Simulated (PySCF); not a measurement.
**SbH: bond curves at several levels of theory**

The task here is to estimate one member of a computed series from the others.

Method: Sb aug-cc-pVDZ-PP with ECP28, H aug-cc-pVDZ, scalar-relativistic core potentials; program: PySCF 2.14.0.

The first run:

Settings of the job:

```
atoms                         : Sb, H
charge                        : 0
basis                         : Sb aug-cc-pVDZ-PP with ECP28, H aug-cc-pVDZ
Hamiltonian                   : scalar-relativistic core potentials
basis functions               : 41
electrons treated             : 24
masses in u                   : 120.9038, 1.0078
levels                        : PBE0, PBE, r²SCAN, BLYP, TPSSh, BHandHLYP, LC-ωPBE, HF, MP2, SCS-MP2, CCSD, CCSD(T)
grid                          : 80 radial by 434 angular points
occupations                   : held fixed by the projection of orbital angular momentum
dissociation limit            : Sb + H, each in its ground configuration
starting distance in angstrom : 1.685
values of 2S to try           : 0, 2, 4
```

On the command line:

```sh
$ OMP_NUM_THREADS=1 python dia.py task.json out
```

Among the steps run: Input; PBE0 along the bond; Other states along the same grid; PBE; r²SCAN; BLYP (GGA); TPSSh; BHandHLYP; LC-ωPBE (range-separated hybrid); UHF (mean field); Adding correlation.

One table of the session follows, with a row left open; its other results are not shown here.

Energy (eV) from each level's lowest point:

```
R (Å)    UHF  UHF-MP2  UHF-SCS-MP2  UHF-CCSD  UHF-CCSD(T)
1.484  0.528    0.519        0.536       n/a          n/a
1.552  0.228    0.226        0.238     0.250        0.254
1.621  0.063    0.065        0.072     0.080        0.083
1.673  0.008    0.010        0.013     0.018        0.019
1.725  0.000    0.000        0.000     0.000        0.000
1.777      ?        ?            ?         ?            ?
1.846  0.114    0.105        0.098     0.083        0.079
1.932  0.272    0.255        0.245     0.215        0.207
2.035  0.507    0.495        0.487     0.419        0.407
2.174  0.821    0.905        0.923       n/a          n/a
```

Q: Estimate the row for R (Å) = 1.777 from the others.

Worked estimate for «UHF». A straight line through the neighbours (1.725, 0.000) and (1.846, 0.114) gives 0.000 + (0.114 − 0.000) × (1.777 − 1.725) / (1.846 − 1.725) = 0.049; a parabola fitted to 4 rows on both sides gives 0.032.

The run gave: UHF: 0.029; UHF-MP2: 0.026; UHF-SCS-MP2: 0.023; UHF-CCSD: 0.018; UHF-CCSD(T): 0.016. In «UHF» the line misses by +0.020 and the parabola by +0.003.
